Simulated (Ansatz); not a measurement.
**N started on an S site and N started on an S site in zincblende ZnS, 16 atoms, charge 0**

Wanted: the effect of changed settings on energy, forces, pressure and convergence.

Program: Ansatz 0.2.0, PAW, plane waves. These are calculated values, not measurements.

1 further run of the same task is left out (it didn't finish).

### Step 1. The system as built

16 atoms (8 Zn, 6 S, 2 N); a = 7.575 Å, b = 7.575 Å, c = 7.575 Å, α = 60.00°, β = 60.00°, γ = 60.00°. All atoms were shaken off their sites by about 0.04 Å along each axis. Defect site 1: (0.625, 0.625, 0.625). Defect site 2: (0.125, 0.125, 0.625).

### Step 2. PBEsol single point

Input file in.yaml:

```yaml
crystal:
  lattice:
    - [0.000000, 5.356268, 5.356268]
    - [5.356268, 0.000000, 5.356268]
    - [5.356268, 5.356268, 0.000000]
  atoms:
    - { symbol: Zn, position: [0.005643, 0.987149, 0.000387] }
    - { symbol: Zn, position: [0.492893, 0.506249, 0.489959] }
    - { symbol: Zn, position: [0.993001, 0.002012, 0.504405] }
    - { symbol: Zn, position: [0.506033, 0.496482, 0.996908] }
    - { symbol: Zn, position: [0.007889, 0.499527, 0.991331] }
    - { symbol: Zn, position: [0.497418, 0.008042, 0.492892] }
    - { symbol: Zn, position: [0.509767, 0.993579, 0.992481] }
    - { symbol: Zn, position: [0.006792, 0.496790, 0.490926] }
    - { symbol: S, position: [0.120680, 0.138470, 0.122984] }
    - { symbol: S, position: [0.644029, 0.611952, 0.130002] }
    - { symbol: S, position: [0.118545, 0.626833, 0.131301] }
    - { symbol: S, position: [0.633711, 0.117082, 0.617287] }
    - { symbol: S, position: [0.628236, 0.123789, 0.127168] }
    - { symbol: S, position: [0.135992, 0.616160, 0.627579] }
    - { symbol: N, position: [0.617072, 0.629904, 0.632636] }
    - { symbol: N, position: [0.133107, 0.117687, 0.627774] }
kpoints:
  mp_grid: { grid: [2, 2, 2], shift: [0.5, 0.5, 0.5] }
hamiltonian:
  xc: pbesol
scf:
  occupations: { method: fermi_dirac, width: 0.01 }
output:
  forces: true
  eigenvalues: true
  stress: true
  populations: true
```

Launch:

```sh
$ ansatz run in.yaml --threads 8 --pin off --max-ram 13300MiB --runs-dir r --events-out ev --progress --plain
```

### Step 3. Variant: functional PBE0

Edit in.yaml of step 2 so:

```diff
@@ -25,5 +25,6 @@
 hamiltonian:
-  xc: pbesol
+  xc: pbe0
 scf:
   occupations: { method: fermi_dirac, width: 0.01 }
+  max_iter: 100
 output:
@@ -32,2 +33 @@
   stress: true
-  populations: true
```

### Step 4. Changed settings: charge changed by 1, density cutoff ratio 1

Edit in.yaml of step 3 so:

```diff
@@ -24,7 +24,9 @@
   mp_grid: { grid: [2, 2, 2], shift: [0.5, 0.5, 0.5] }
+basis: { ecutrho_ratio: 1 }
 hamiltonian:
-  xc: pbe0
+  xc: pbesol
+total_charge: 1
 scf:
   occupations: { method: fermi_dirac, width: 0.01 }
-  max_iter: 100
+  max_iter: 80
 output:
@@ -33 +35,5 @@
   stress: true
+  write_density: true
+  write_potential: true
+  elf: true
+  volumetric_format: npy
```

### Step 5. Variant: cutoff 480 eV, smearing width 1.0 eV

Edit in.yaml of step 4 so:

```diff
@@ -24,9 +24,8 @@
   mp_grid: { grid: [2, 2, 2], shift: [0.5, 0.5, 0.5] }
-basis: { ecutrho_ratio: 1 }
+basis: { ecutwfc: 480 }
 hamiltonian:
   xc: pbesol
-total_charge: 1
 scf:
-  occupations: { method: fermi_dirac, width: 0.01 }
-  max_iter: 80
+  occupations: { method: fermi_dirac, width: 1 }
+  max_iter: 90
 output:
@@ -35,5 +34 @@
   stress: true
-  write_density: true
-  write_potential: true
-  elf: true
-  volumetric_format: npy
```

### Step 6. Variant: charge changed by 1

Edit in.yaml of step 5 so:

```diff
@@ -24,8 +24,8 @@
   mp_grid: { grid: [2, 2, 2], shift: [0.5, 0.5, 0.5] }
-basis: { ecutwfc: 480 }
 hamiltonian:
   xc: pbesol
+total_charge: 1
 scf:
-  occupations: { method: fermi_dirac, width: 1 }
-  max_iter: 90
+  occupations: { method: fermi_dirac, width: 0.01 }
+  max_iter: 50
 output:
```

### Step 7. Changed settings: dispersion D4

Edit in.yaml of step 6 so:

```diff
@@ -26,6 +26,6 @@
   xc: pbesol
-total_charge: 1
+  dispersion: d4
 scf:
   occupations: { method: fermi_dirac, width: 0.01 }
-  max_iter: 50
+  max_iter: 80
 output:
```

Q: Predict the outcome of this session. Wanted: for each run, settings; status; energy from base; forces from base.

As calculated:

| settings | status | cycles | time | energy from base (meV/atom) | forces from base (eV/Å rms) | filled to empty level on the mesh (eV) |
| --- | --- | --- | --- | --- | --- | --- |
| base | converged | 20 | 2.9 s (8 CPU threads) | 0 | 0 | none |
| functional PBE0 | converged | 84 | 86 s (8 CPU threads) | - | 0.134 | - |
| charge changed by 1, density cutoff ratio 1 | converged, settings too loose | 27 | 4 s (8 CPU threads) | - | 0.174 | - |
| cutoff 480 eV, smearing width 1.0 eV | converged, settings too loose | 8 | 3.8 s (8 CPU threads) | +38.8 | 0.087 | - |
| charge changed by 1 | converged | 29 | 4.9 s (8 CPU threads) | - | 0.096 | - |
| dispersion D4 | converged | 20 | 3.5 s (8 CPU threads) | - | 0.005 | - |

The base run shows no spacing between filled and empty levels on this coarse mesh with displaced atoms and smearing, so occupations can shift between runs, and part of each change may come from that and not from the setting itself.

**Reading.** Among these variants the forces move most with charge changed by 1, density cutoff ratio 1 (0.174 eV/Å rms) and least with dispersion D4 (0.005).
